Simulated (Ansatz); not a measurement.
# C₁₂H₃₆Si₅: geometry, orbitals and charge

What does C₁₂H₃₆Si₅ look like as a singlet, and where do its frontier electrons sit?

The runs use Ansatz 0.2.0, Gaussian basis; RKS PBE0-D4/def2-TZVP.

Plan: relaxation at PBE-D4/def2-SVP; a single point at PBE0-D4/def2-TZVP.

1 further run of the same task is left out (set aside as unsound or not needed). Runs told in other sessions of the task aren't counted.

## Step 1: The starting structure

SMILES `C[Si](C)(C)[Si](C)(C)[Si](C)(C)[Si](C)(C)[Si](C)(C)C`, 53 atoms, charge 0, spin multiplicity 1.

Atoms are counted from 1 here; the program's logs count them from 0.

Bond lengths: C1–Si2 1.919 Å, C1–H18 1.087 Å, C1–H19 1.086 Å, C1–H20 1.086 Å, Si2–C3 1.915 Å, Si2–C4 1.915 Å, Si2–Si5 2.365 Å, C3–H21 1.086 Å, C3–H22 1.086 Å, C3–H23 1.086 Å, C4–H24 1.086 Å, C4–H25 1.087 Å, C4–H26 1.086 Å, Si5–C6 1.919 Å, Si5–C7 1.920 Å, Si5–Si8 2.368 Å, C6–H27 1.085 Å, C6–H28 1.086 Å and more. Angles: Si2–C1–H18 111.9°, Si2–C1–H19 111.3°, Si2–C1–H20 110.8°, H18–C1–H19 107.5°, H18–C1–H20 107.5°, H19–C1–H20 107.5°, C1–Si2–C3 107.4°, C1–Si2–C4 106.6°, C1–Si2–Si5 115.0°, C3–Si2–C4 107.5°, C3–Si2–Si5 110.0°, C4–Si2–Si5 110.1°, Si2–C3–H21 111.3°, Si2–C3–H22 111.9°, Si2–C3–H23 111.1°, H21–C3–H22 107.5°, H21–C3–H23 107.5°, H22–C3–H23 107.4° and more.

The start is a GFN2-xTB geometry.

## Step 2: Relaxation at PBE-D4/def2-SVP

Contents of in.yaml:

```yaml
crystal:
  periodic: [false, false, false]
  atoms:
    - {symbol: C, position_ang: [5.121360, -0.447260, 1.654700]}
    - {symbol: Si, position_ang: [3.810490, 0.239060, 0.432540]}
    - {symbol: C, position_ang: [4.490780, -0.016430, -1.339250]}
    - {symbol: C, position_ang: [3.707920, 2.125710, 0.741860]}
    - {symbol: Si, position_ang: [1.663450, -0.733740, 0.622280]}
    - {symbol: C, position_ang: [0.885850, -0.184620, 2.288660]}
    - {symbol: C, position_ang: [1.832260, -2.639180, 0.782970]}
    - {symbol: Si, position_ang: [0.076010, -0.282430, -1.075260]}
    - {symbol: C, position_ang: [0.666790, -1.188510, -2.664900]}
    - {symbol: C, position_ang: [0.234320, 1.579560, -1.514890]}
    - {symbol: Si, position_ang: [-2.227760, -0.723830, -0.692050]}
    - {symbol: C, position_ang: [-3.106520, -1.183160, -2.340370]}
    - {symbol: C, position_ang: [-2.305990, -2.339190, 0.343730]}
    - {symbol: Si, position_ang: [-3.475080, 0.963260, 0.385970]}
    - {symbol: C, position_ang: [-3.731390, 2.473170, -0.761440]}
    - {symbol: C, position_ang: [-5.208950, 0.382490, 0.961350]}
    - {symbol: C, position_ang: [-2.548940, 1.576250, 1.942410]}
    - {symbol: H, position_ang: [6.086990, 0.036680, 1.528830]}
    - {symbol: H, position_ang: [5.269400, -1.514240, 1.516010]}
    - {symbol: H, position_ang: [4.809500, -0.291750, 2.683640]}
    - {symbol: H, position_ang: [4.524500, -1.070050, -1.600170]}
    - {symbol: H, position_ang: [5.497020, 0.378490, -1.447760]}
    - {symbol: H, position_ang: [3.865550, 0.481540, -2.074320]}
    - {symbol: H, position_ang: [3.018760, 2.600750, 0.050430]}
    - {symbol: H, position_ang: [4.673920, 2.608930, 0.623860]}
    - {symbol: H, position_ang: [3.357510, 2.337840, 1.747570]}
    - {symbol: H, position_ang: [0.730770, 0.888860, 2.314750]}
    - {symbol: H, position_ang: [-0.078320, -0.655900, 2.453310]}
    - {symbol: H, position_ang: [1.519640, -0.441670, 3.132120]}
    - {symbol: H, position_ang: [2.478660, -2.920740, 1.609100]}
    - {symbol: H, position_ang: [0.866300, -3.104150, 0.954920]}
    - {symbol: H, position_ang: [2.247540, -3.074310, -0.120380]}
    - {symbol: H, position_ang: [0.599010, -2.265790, -2.550340]}
    - {symbol: H, position_ang: [0.065580, -0.913140, -3.526220]}
    - {symbol: H, position_ang: [1.700070, -0.949920, -2.900650]}
    - {symbol: H, position_ang: [1.239070, 1.823110, -1.846740]}
    - {symbol: H, position_ang: [0.012650, 2.208470, -0.658460]}
    - {symbol: H, position_ang: [-0.445830, 1.862380, -2.312580]}
    - {symbol: H, position_ang: [-2.614480, -2.021940, -2.823940]}
    - {symbol: H, position_ang: [-4.144590, -1.462780, -2.181190]}
    - {symbol: H, position_ang: [-3.093910, -0.350480, -3.036950]}
    - {symbol: H, position_ang: [-3.329340, -2.669840, 0.494710]}
    - {symbol: H, position_ang: [-1.774240, -3.148860, -0.147960]}
    - {symbol: H, position_ang: [-1.859140, -2.202730, 1.323590]}
    - {symbol: H, position_ang: [-4.324090, 3.250380, -0.286560]}
    - {symbol: H, position_ang: [-4.241130, 2.187570, -1.676580]}
    - {symbol: H, position_ang: [-2.780360, 2.914900, -1.042420]}
    - {symbol: H, position_ang: [-5.801770, 0.030840, 0.122000]}
    - {symbol: H, position_ang: [-5.126180, -0.437570, 1.668670]}
    - {symbol: H, position_ang: [-5.767990, 1.178450, 1.447310]}
    - {symbol: H, position_ang: [-1.577540, 1.986860, 1.684950]}
    - {symbol: H, position_ang: [-2.383080, 0.767210, 2.647090]}
    - {symbol: H, position_ang: [-3.105040, 2.351430, 2.462000]}
basis:
  gaussian: {orbitals: def2-SVP, fitting: {mean_field: def2-universal-jkfit}}
hamiltonian: {xc: pbe, dispersion: d4}
scf: {lower_state_search: "off"}
output: {orbitals: {seedname: orbitals}}
relax: {f_tol: 0.03, max_steps: 70}
```

The run is started by

```console
$ ansatz run in.yaml --threads 2 --pin off --events-out ev --progress --plain --max-ram 32768MiB --backend cuda --devices 0, --max-vram 18GiB
```

Further steps of the session: Single point, PBE0-D4/def2-TZVP.

**Question.** What will the summary of the whole plan be? Wanted: point group; commonest bond, hydrogen aside; HOMO, LUMO at PBE0-D4/def2-TZVP; dipole at PBE-D4/def2-SVP.

As calculated:

```
                       quantity                            value
                    point group                               C1
 commonest bond, hydrogen aside  C–Si, 12 of mean length 1.907 Å
HOMO, LUMO at PBE0-D4/def2-TZVP                  -6.18, -0.01 eV
      dipole at PBE-D4/def2-SVP                           0.05 D
```

In words: The molecule keeps its bonding pattern by the stored test; the atoms moved 0.17 Å (rms). No usable vibrations, so a minimum isn't proven. The HOMO lies nearest to Si5, Si8, Si11 about 19 % each; Si2 11 % and the LUMO to Si5, Si8, Si11 about 12 % each; Si2 6 %. The point group is read from a loosely relaxed geometry; soft torsions can leave it below the true symmetry.
